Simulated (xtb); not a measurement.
**BSiNH4ClF (SMILES NB[SiH](F)Cl): levels of theory compared**

We compute a comparison of 3 runs (GFN2-xTB, GFN0-xTB, GFN1-xTB) of BSiNH4ClF. 

Program for the calculation: xtb 6.7.1.

4 further runs of the same task are left out: 4 set aside as unsound or not needed.

## Step 1: The structure to begin with

BSiNH4ClF has 9 atoms, charge 0, and is taken as a singlet. As SMILES, `NB[SiH](F)Cl`. Geometry: optimised at GFN2-xTB. This is one conformer, not always the lowest.

Bond lengths: N1–B2 1.376 Å, B2–Si3 1.957 Å, Si3–F4 1.636 Å, Si3–Cl5 2.038 Å, N1–H6 1.008 Å, N1–H7 1.009 Å, B2–H8 1.175 Å, Si3–H9 1.463 Å. Some angles: N1–B2–Si3 118.9°, B2–Si3–F4 107.7°, B2–Si3–Cl5 114.3°, F4–Si3–Cl5 103.6°, N1–B2–H8 117.0°, Si3–B2–H8 124.1°, B2–N1–H6 124.5°, B2–N1–H7 123.4°, B2–Si3–H9 123.6°, F4–Si3–H9 99.8°.

## Step 2: Energy and gradient at GFN2-xTB (run 1)

The input, .CHRG:

```
0
```

The input, .UHF:

```
0
```

The input, coord:

```
$coord
      0.905915806884     -1.454352122773     -2.535540027717  n
     -0.375753142621     -1.593417068284     -0.276674801906  b
     -0.335180722725      1.333182883662      1.983985663722  si
      1.619079549057      3.412599716678      0.792229883227  f
     -3.678049545404      3.236042604854      2.168574111576  cl
      0.986588215145     -2.859344599171     -3.818380607419  h
      1.863685698628      0.092577682845     -3.103875159698  h
     -1.418806374369     -3.501152282878      0.173722522637  h
      0.599950250046      1.246387762758      4.583474023496  h
$end
```

Started as:

```sh
$ xtb coord --json --gfn 2 --grad --parallel 1 | tee out.txt
```

Standard output:

```text
* xtb version 6.7.1
[...]
          :  # basis functions                  36          :
[...]
          :  # electrons                        30          :
[...]
          :  Hamiltonian                  GFN2-xTB          :
[...]
          :  net charge                          0          :
          :  unpaired electrons                  0          :
[...]
   *** convergence criteria satisfied after 17 iterations ***
[...]
         ::                     SUMMARY                     ::
         :::::::::::::::::::::::::::::::::::::::::::::::::::::
         :: total energy             -17.337162482888 Eh    ::
         :: gradient norm              0.000865341727 Eh/a0 ::
         :: HOMO-LUMO gap              3.920763043038 eV    ::
         ::.................................................::
         :: SCC energy               -17.444289125458 Eh    ::
         :: -> isotropic ES            0.056625689989 Eh    ::
         :: -> anisotropic ES          0.000543538945 Eh    ::
         :: -> anisotropic XC          0.001213783980 Eh    ::
         :: -> dispersion             -0.005263482262 Eh    ::
         :: repulsion energy           0.107126642570 Eh    ::
         :: add. restraining           0.000000000000 Eh    ::
         :: total charge              -0.000000000000 e     ::
         :::::::::::::::::::::::::::::::::::::::::::::::::::::
[...]
        15        2.0000           -0.3865404             -10.5183 (HOMO)
        16                         -0.2424550              -6.5975 (LUMO)
[...]
     #   Z          covCN         q      C6AA      α(0)
     1   7 n        2.566    -0.294    27.605     7.803
     2   5 b        2.717     0.166    18.891     7.286
     3  14 si       3.370     0.541   108.794    20.696
     4   9 f        0.705    -0.302    12.358     4.151
     5  17 cl       0.804    -0.278   107.905    15.891
     6   1 h        0.860     0.167     1.290     1.779
     7   1 h        0.860     0.172     1.260     1.758
     8   1 h        0.937    -0.101     5.607     3.702
     9   1 h        0.919    -0.071     4.644     3.371
[...]
     #   Z sym  total        # sym  WBO       # sym  WBO       # sym  WBO
 ---------------------------------------------------------------------------
     1   7 n    3.434 --     2 b    1.523     7 h    0.957     6 h    0.956
     2   5 b    3.471 --     1 n    1.523     8 h    0.978     3 si   0.846
     3  14 si   3.830 --     5 cl   1.054     4 f    1.048     9 h    0.883
                             2 b    0.846
     4   9 f    1.145 --     3 si   1.048
     5  17 cl   1.166 --     3 si   1.054
     6   1 h    0.972 --     1 n    0.956
     7   1 h    0.970 --     1 n    0.957
     8   1 h    0.990 --     2 b    0.978
     9   1 h    0.995 --     3 si   0.883
 ---------------------------------------------------------------------------
[...]
molecular dipole:
                 x           y           z       tot (Debye)
 q only:        0.610      -1.242      -0.584
   full:        0.655      -1.229      -0.853       4.152
molecular quadrupole (traceless):
[...]
          | TOTAL ENERGY              -17.337162482888 Eh   |
          | GRADIENT NORM               0.000865341727 Eh/α |
          | HOMO-LUMO GAP               3.920763043038 eV   |
           -------------------------------------------------
[...]
```

Standard error:

```text
normal termination of xtb
```

It took 0.034 s on 1 thread of Intel Xeon 6975P-C (Granite Rapids), shared host.

## Step 3: Energy and gradient at GFN0-xTB (run 2)

.CHRG is that of step 2.

.UHF is that of step 2.

The input, mol.xyz:

```xyz
9

N      0.47939000    -0.76961000    -1.34175000
B     -0.19884000    -0.84320000    -0.14641000
Si    -0.17737000     0.70549000     1.04988000
F      0.85678000     1.80587000     0.41923000
Cl    -1.94634000     1.71244000     1.14756000
H      0.52208000    -1.51310000    -2.02060000
H      0.98622000     0.04899000    -1.64250000
H     -0.75080000    -1.85273000     0.09193000
H      0.31748000     0.65956000     2.42547000
```

Started as:

```sh
$ xtb mol.xyz --gfn0 --grad | tee xtb.out
```

Standard output (excerpt; [...] marks lines left out):

```text
* xtb version 6.7.1
[...]
[WARNING] Please study the warnings concerning your input carefully
-1- prog_main_parseArguments: The use of '--gfn0' is discouraged, please use '--gfn 0' next time
########################################################################
[...]
          :  # basis functions                  40          :
[...]
          :  # electrons                        30          :
[...]
 Zeroth order Hamiltonian       ...        0 min,  0.000 sec ( 10.208%)
[...]
         ::                     SUMMARY                     ::
         :::::::::::::::::::::::::::::::::::::::::::::::::::::
         :: total energy             -16.501432228217 Eh    ::
         :: gradient norm              0.026400804881 Eh/a0 ::
         :: HOMO-LUMO gap              3.552814967648 eV    ::
         ::.................................................::
         :: H0 energy                -16.475035325018 Eh    ::
         :: repulsion energy           0.136191090296 Eh    ::
         :: electrostat energy        -0.152691061942 Eh    ::
         :: -> Gsolv                   0.000000000000 Eh    ::
         ::    -> Gsasa                0.000000000000 Eh    ::
         ::    -> Gshift               0.000000000000 Eh    ::
         :: dispersion energy         -0.002285837030 Eh    ::
         :: short-range corr.         -0.007611094523 Eh    ::
         :: add. restraining           0.000000000000 Eh    ::
         :: total charge              -0.000000000000 e     ::
         :::::::::::::::::::::::::::::::::::::::::::::::::::::
[...]
        15        2.0000           -0.3951576             -10.7528 (HOMO)
        16                         -0.2645941              -7.2000 (LUMO)
[...]
          | TOTAL ENERGY              -16.501432228217 Eh   |
          | GRADIENT NORM               0.026400804881 Eh/α |
          | HOMO-LUMO GAP               3.552814967648 eV   |
           -------------------------------------------------
[...]
```

Standard error:

```text
normal termination of xtb
```

It took 0.03 s on 1 thread of Intel Xeon 6975P-C (Granite Rapids), shared host.

## Step 4: Energy and forces at GFN1-xTB (run 3)

The input, struc.xyz:

```xyz
9

N      0.47939    -0.76961    -1.34175
B     -0.19884    -0.84320    -0.14641
Si    -0.17737     0.70549     1.04988
F      0.85678     1.80587     0.41923
Cl    -1.94634     1.71244     1.14756
H      0.52208    -1.51310    -2.02060
H      0.98622     0.04899    -1.64250
H     -0.75080    -1.85273     0.09193
H      0.31748     0.65956     2.42547
```

Started as:

```sh
$ xtb struc.xyz --gfn 1 --json --grad --uhf 0 | tee run.log
```

Standard output:

```text
* xtb version 6.7.1
[...]
          :  # basis functions                  40          :
[...]
          :  # electrons                        30          :
[...]
          :  Hamiltonian                  GFN1-xTB          :
[...]
          :  net charge                          0          :
          :  unpaired electrons                  0          :
[...]
   *** convergence criteria satisfied after 10 iterations ***
[...]
         ::                     SUMMARY                     ::
         :::::::::::::::::::::::::::::::::::::::::::::::::::::
         :: total energy             -18.189798799903 Eh    ::
         :: gradient norm              0.044647865453 Eh/a0 ::
         :: HOMO-LUMO gap              4.051994807130 eV    ::
         ::.................................................::
         :: SCC energy               -18.311440597919 Eh    ::
         :: -> electrostatic           0.028884280725 Eh    ::
         :: repulsion energy           0.124686374979 Eh    ::
         :: dispersion energy         -0.003044576963 Eh    ::
         :: halogen bond corr.         0.000000000000 Eh    ::
         :: add. restraining           0.000000000000 Eh    ::
         :: total charge               0.000000000000 e     ::
         :::::::::::::::::::::::::::::::::::::::::::::::::::::
[...]
        15        2.0000           -0.4076834             -11.0936 (HOMO)
        16                         -0.2587753              -7.0416 (LUMO)
[...]
     #   Z sym  total        # sym  WBO       # sym  WBO       # sym  WBO
 ---------------------------------------------------------------------------
     1   7 N    3.342 --     2 B    1.411     6 H    0.931     7 H    0.926
     2   5 B    3.405 --     1 N    1.411     3 Si   0.959     8 H    0.935
     3  14 Si   4.562 --     5 Cl   1.363     4 F    1.207     2 B    0.959
                             9 H    0.926
     4   9 F    1.259 --     3 Si   1.207
     5  17 Cl   1.438 --     3 Si   1.363
     6   1 H    0.966 --     1 N    0.931
     7   1 H    0.960 --     1 N    0.926
     8   1 H    0.988 --     2 B    0.935
     9   1 H    0.996 --     3 Si   0.926
 ---------------------------------------------------------------------------
[...]
          | TOTAL ENERGY              -18.189798799903 Eh   |
          | GRADIENT NORM               0.044647865453 Eh/α |
          | HOMO-LUMO GAP               4.051994807130 eV   |
           -------------------------------------------------
[...]
```

Standard error:

```text
normal termination of xtb
```

It took 0.034 s on 1 thread of Intel Xeon 6975P-C (Granite Rapids), shared host.

## Step 5: All runs side by side

| run | level | energy (Eh) | dipole moment (D) | HOMO energy (eV) | LUMO energy (eV) | wall time |
| --- | --- | --- | --- | --- | --- | --- |
| 1 | GFN2-xTB | -17.337162 | 4.15 | -10.52 | -6.60 | 0.034 s |
| 2 | GFN0-xTB | -16.501432 | 3.76 | -10.75 | -7.20 | 0.03 s |
| 3 | GFN1-xTB | -18.189799 | 3.84 | -11.09 | -7.04 | 0.034 s |

## Step 6: Summary of results

```
                       quantity         value
            run 3: total energy  -18.18980 Eh
           run 3: dipole moment        3.84 D
             run 3: HOMO energy     -11.09 eV
             run 3: LUMO energy      -7.04 eV
           run 3: HOMO–LUMO gap       4.05 eV
       run 3: dispersion energy  -7.99 kJ/mol
run 3: largest force on an atom    1.616 eV/Å
```

What this shows: The dipole moment (its size) runs from 3.76 D (GFN0-xTB) to 4.15 D (GFN2-xTB). The HOMO–LUMO gap runs from 3.55 eV (GFN0-xTB) to 4.05 eV (GFN1-xTB). Force-field and semi-empirical energies have zeros of their own, so their totals don't compare. All runs together took 0.098 s, the longest 0.034 s.
